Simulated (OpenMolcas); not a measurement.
# Ru³⁺ among point charges: CASSCF and CASPT2 levels and susceptibility, part 2 of 2

How does a field of 4 point charges split the states of Ru³⁺, and what χT follows?

OpenMolcas 26.06; ANO-RCC-VDZP, DKH2, active space 5 electrons in 5 orbitals (4d), orbitals: per spin and parity. Surroundings: 4 point charges of -1 e arranged as a tetrahedron (Td), 2.09 Å from the ion. Earlier steps stand in the parts before.

### 7 CASPT2: IPEA 0.25, imaginary shift 0.1 (closed shells correlated: 4s 4p)

a.inp

```
>>> COPY JOB001 $Project.JobIph
&CASPT2
Multistate=1 1
Frozen=14
IPEA=0.25
Imaginary=0.1
MaxIter=60
WThr=0.0 0.3 0.05
PrWF=0.5
NoMix
>>> COPY JOB002 $Project.JobIph
&CASPT2
Multistate=24 1 2 3 4 5 6 7 8 9 10 11 12 13 14 15 16 17 18 19 20 21 22
23 24
NoMult
Frozen=14
IPEA=0.25
Imaginary=0.1
MaxIter=60
WThr=0.0 0.3 0.05
PrWF=0.5
NoMix
>>> COPY JOB003 $Project.JobIph
&CASPT2
Multistate=75 1 2 3 4 5 6 7 8 9 10 11 12 13 14 15 16 17 18 19 20 21 22
23 24 25 26 27 28 29 30 31 32 33 34 35 36 37 38 39 40 41 42 43 44 45 46
47 48 49 50 51 52 53 54 55 56 57 58 59 60 61 62 63 64 65 66 67 68 69 70
71 72 73 74 75
NoMult
Frozen=14
IPEA=0.25
Imaginary=0.1
MaxIter=60
WThr=0.0 0.3 0.05
PrWF=0.5
NoMix
```

The program printed:

```text
Orbital specifications:
      -----------------------

      Symmetry species                           1
                                                 a
      Frozen orbitals                           14
      Inactive orbitals                          4
      Active orbitals                            5
      Secondary orbitals                        20
      Deleted orbitals                           0
      Number of basis functions                 43
Type of calculation                        SS-CASPT2
      Fock operator                              state-specific
      IPEA shift                                 0.25
      Real shift                                 0.00
      Imaginary shift                            0.10
      The input orbitals will be transformed to quasi-canonical
Reference energy:       -4528.6187874662
      E2 (Non-variational):      -0.2457372181
      Shift correction:          -0.0001236251
      E2 (Variational):          -0.2458608432
      Total energy:           -4528.8646483094
      Residual norm:              0.0000006217
      Reference weight:           0.94954
      Contributions to the CASPT2 correlation energy
      Active & Virtual Only:         -0.0540139012
      One Inactive Excited:          -0.1232308548
      Two Inactive Excited:          -0.0684924621
::    CASPT2 Root  1     Total energy:  -4528.86464831
Orbital specifications:
      -----------------------

      Symmetry species                           1
                                                 a
      Frozen orbitals                           14
      Inactive orbitals                          4
      Active orbitals                            5
      Secondary orbitals                        20
      Deleted orbitals                           0
      Number of basis functions                 43
Type of calculation                        SS-CASPT2
      Fock operator                              state-specific
      IPEA shift                                 0.25
      Real shift                                 0.00
      Imaginary shift                            0.10
      The input orbitals will be transformed to quasi-canonical
Reference energy:       -4528.4971076607
      E2 (Non-variational):      -0.2557453221
      Shift correction:          -0.0001415182
      E2 (Variational):          -0.2558868403
      Total energy:           -4528.7529945010
      Residual norm:              0.0000002017
      Reference weight:           0.94654
      Contributions to the CASPT2 correlation energy
      Active & Virtual Only:         -0.0569552096
      One Inactive Excited:          -0.1297085524
      Two Inactive Excited:          -0.0690815601
Reference energy:       -4528.4971076607
      E2 (Non-variational):      -0.2556253040
      Shift correction:          -0.0001414247
      E2 (Variational):          -0.2557667287
      Total energy:           -4528.7528743894
      Residual norm:              0.0000002058
      Reference weight:           0.94660
      Contributions to the CASPT2 correlation energy
      Active & Virtual Only:         -0.0569065079
      One Inactive Excited:          -0.1296359427
      Two Inactive Excited:          -0.0690828534
::    CASPT2 Root  1     Total energy:  -4528.75299450
::    CASPT2 Root  2     Total energy:  -4528.75287439
::    CASPT2 Root  3     Total energy:  -4528.75275468
::    CASPT2 Root  4     Total energy:  -4528.75092599
::    CASPT2 Root  5     Total energy:  -4528.75096745
::    CASPT2 Root  6     Total energy:  -4528.75100560
::    CASPT2 Root  7     Total energy:  -4528.75017050
::    CASPT2 Root  8     Total energy:  -4528.75072920
::    CASPT2 Root  9     Total energy:  -4528.75060148
::    CASPT2 Root 10     Total energy:  -4528.73305060
::    CASPT2 Root 11     Total energy:  -4528.73322680
::    CASPT2 Root 12     Total energy:  -4528.73329455
::    CASPT2 Root 13     Total energy:  -4528.72975207
::    CASPT2 Root 14     Total energy:  -4528.73000135
::    CASPT2 Root 15     Total energy:  -4528.72998296
::    CASPT2 Root 16     Total energy:  -4528.72958935
::    CASPT2 Root 17     Total energy:  -4528.72950041
::    CASPT2 Root 18     Total energy:  -4528.68123480
::    CASPT2 Root 19     Total energy:  -4528.67912902
::    CASPT2 Root 20     Total energy:  -4528.67947771
::    CASPT2 Root 21     Total energy:  -4528.67993338
::    CASPT2 Root 22     Total energy:  -4528.67821021
::    CASPT2 Root 23     Total energy:  -4528.67843503
::    CASPT2 Root 24     Total energy:  -4528.67823737
Orbital specifications:
      -----------------------

      Symmetry species                           1
                                                 a
      Frozen orbitals                           14
      Inactive orbitals                          4
      Active orbitals                            5
      Secondary orbitals                        20
      Deleted orbitals                           0
      Number of basis functions                 43
Type of calculation                        SS-CASPT2
      Fock operator                              state-specific
      IPEA shift                                 0.25
      Real shift                                 0.00
      Imaginary shift                            0.10
      The input orbitals will be transformed to quasi-canonical
Reference energy:       -4528.4440662189
      E2 (Non-variational):      -0.2552595546
      Shift correction:          -0.0001354728
      E2 (Variational):          -0.2553950274
      Total energy:           -4528.6994612463
      Residual norm:              0.0000000965
      Reference weight:           0.94700
      Contributions to the CASPT2 correlation energy
      Active & Virtual Only:         -0.0525589019
      One Inactive Excited:          -0.1383560751
      Two Inactive Excited:          -0.0643445776
Reference energy:       -4528.4440662189
      E2 (Non-variational):      -0.2553132963
      Shift correction:          -0.0001355747
      E2 (Variational):          -0.2554488710
      Total energy:           -4528.6995150898
      Residual norm:              0.0000000968
      Reference weight:           0.94697
      Contributions to the CASPT2 correlation energy
      Active & Virtual Only:         -0.0525711389
      One Inactive Excited:          -0.1383946465
      Two Inactive Excited:          -0.0643475108
::    CASPT2 Root  1     Total energy:  -4528.69946125
::    CASPT2 Root  2     Total energy:  -4528.69951509
::    CASPT2 Root  3     Total energy:  -4528.69952246
::    CASPT2 Root  4     Total energy:  -4528.69836969
::    CASPT2 Root  5     Total energy:  -4528.69854991
::    CASPT2 Root  6     Total energy:  -4528.69866038
::    CASPT2 Root  7     Total energy:  -4528.69869626
::    CASPT2 Root  8     Total energy:  -4528.69753902
::    CASPT2 Root  9     Total energy:  -4528.69760050
::    CASPT2 Root 10     Total energy:  -4528.69743876
::    CASPT2 Root 11     Total energy:  -4528.69715277
::    CASPT2 Root 12     Total energy:  -4528.69694772
::    CASPT2 Root 13     Total energy:  -4528.69703560
::    CASPT2 Root 14     Total energy:  -4528.68815773
::    CASPT2 Root 15     Total energy:  -4528.68826406
::    CASPT2 Root 16     Total energy:  -4528.68853414
::    CASPT2 Root 17     Total energy:  -4528.68541249
::    CASPT2 Root 18     Total energy:  -4528.68539199
::    CASPT2 Root 19     Total energy:  -4528.67960803
::    CASPT2 Root 20     Total energy:  -4528.67964938
::    CASPT2 Root 21     Total energy:  -4528.67966675
::    CASPT2 Root 22     Total energy:  -4528.67819768
::    CASPT2 Root 23     Total energy:  -4528.67549033
::    CASPT2 Root 24     Total energy:  -4528.67573944
::    CASPT2 Root 25     Total energy:  -4528.67567643
::    CASPT2 Root 26     Total energy:  -4528.66428829
::    CASPT2 Root 27     Total energy:  -4528.66422981
::    CASPT2 Root 28     Total energy:  -4528.66419793
::    CASPT2 Root 29     Total energy:  -4528.66344686
::    CASPT2 Root 30     Total energy:  -4528.66345306
```

Time for this run: 7.8 s (1 thread of Arm Neoverse V2, shared host).

SS-CASPT2: lowest energy less the reference's lowest, -0.2459 hartree; reference weights 0.937 to 0.950.

States without spin-orbit coupling:

```csv
state,degeneracy,E (cm-1),free-ion L (%)
6A1,1,0,S (100)
4T1,3,24532,G (91)
4T2,3,24950,G (100)
4E,2,25016,G (100)
4A1,1,25125,G (100)
4T1,3,28852,P (91)
4T2,3,29571,D (99)
4E,2,29652,D (100)
2T2,3,36246,I (92)
2T1,3,36436,I (96)
2A2,1,36494,I (95)
2T2,3,36679,I (98)
2A1,1,36761,I (100)
2E,2,36796,I (99)
2T2,3,38700,D (66)
2E,2,39340,D (93)
4A2,1,40255,F (100)
2T1,3,40604,F (93)
4T1,3,40632,F (100)
4T2,3,40900,F (98)
2A2,1,40921,F (95)
2T2,3,41484,F (58)
2T1,3,43985,H (86)
2E,2,44158,H (64)
```

With spin-orbit coupling:

| E (cm-1) | Degeneracy | Label | 2S+1 | g |
| --- | --- | --- | --- | --- |
| 0 | 6 |  | 6 |  |
| 24240 | 4 | Γ8 | 4 |  |
| 24470 | 2 | Γ6 | 4 | 1.84 1.84 1.84 |
| 24470 | 2 | Γ7 | 4 | 2.27 2.27 2.27 |
| 24510 | 4 | Γ8 | 4 |  |
| 24800 | 2 | Γ7 | 4 | 1.02 1.02 1.02 |
| 24880 | 2 | Γ6 | 4 | 1.27 1.27 1.27 |
| 24890 | 4 | Γ8 | 4 |  |
| 24930 | 4 | Γ8 | 4 |  |
| 25030 | 2 | Γ7 | 4 | 0.57 0.57 0.57 |
| 25060 | 2 | Γ6 | 4 | 3.26 3.26 3.26 |
| 25090 | 4 | Γ8 | 4 |  |
| 25170 | 4 | Γ8 | 4 |  |
| 27260 | 2 | Γ7 | 4 | 2.38 2.38 2.38 |
| 27350 | 4 | Γ8 | 4 |  |
| 27710 | 4 | Γ8 | 4 |  |
| 28410 | 2 | Γ6 | 4 | 1.95 1.95 1.95 |
| 29250 | 2 | Γ7 | 4 | 4.26 4.26 4.26 |
| 29550 | 4 | Γ8 | 4 |  |
| 29720 | 2 | Γ6 | 4 | 3.24 3.24 3.24 |
| 30420 | 2 | Γ6 | 4 | 0.66 0.66 0.66 |
| 30860 | 4 | Γ8 | 4 |  |
| 30920 | 2 | Γ7 | 4 | 2.47 2.47 2.47 |
| 31020 | 4 | Γ8 | 4 |  |

Powder χT (cm³ K/mol): 4.37 at 2 K, 4.37 at 5 K, 4.37 at 10 K, 4.37 at 20 K, 4.37 at 50 K, 4.37 at 100 K, 4.37 at 150 K, 4.37 at 200 K, 4.37 at 250 K, 4.37 at 300 K.

A ligand-field fit to the states below 45000 cm-1 gives 10Dq = -1127 cm-1, B = 765 cm-1 and C = 3354 cm-1 (C/B = 4.39), with a deviation of 702 cm-1.

### 8 The methods side by side

A. CASSCF
B. SS-CASPT2, IPEA 0.25, imaginary shift 0.1 (closed shells correlated: 4s 4p)

```csv
method,ground state,first gap with spin-orbit (cm-1),χT at 300 K
A,6A1,26481.9,4.37
B,6A1,24244.7,4.37
```

### 9 What came out

This closing draws on all 2 parts.

| quantity | value |
| --- | --- |
| method | SS-CASPT2, IPEA 0.25, imaginary shift 0.1 (closed shells correlated: 4s 4p) |
| spin-free ground state | 6A1, 1-fold in its orbital part |
| lowest level | 6-fold |
| next level | 24244.7 cm⁻¹ |
| χT at 300 K | 4.37 cm³ K/mol |
| effective moment at 300 K | 5.91 μB |

Cost by method:

```
                                              method  time of its own steps  time with the reference
                                           A. CASSCF                   21 s                     21 s
B. SS-CASPT2, IPEA 0.25, imaginary shift 0.1, +4s 4p                  7.8 s                     29 s
```

Times are of one thread on a shared host.

**Reading.** The spin-free ground state (6A1) comes to 100 % from free-ion S terms and keeps the highest spin of the shell. χT at 300 K is 4.37, against 4.39 cm³ K/mol for the spin alone, as a half-filled shell (L = 0) has no orbital moment. An active space of the d shell alone favours high spin; real ions in strong fields can be low spin. A ligand-field fit to the states below 45000 cm-1 gives 10Dq = -1127 cm-1, B = 765 cm-1 and C = 3354 cm-1 (C/B = 4.39), with a deviation of 702 cm-1. CASPT2 does not keep the components of a term degenerate, and the means are used. The field of point charges can differ much from that of real complexes. This is an electrostatic model: the charges have no orbitals.
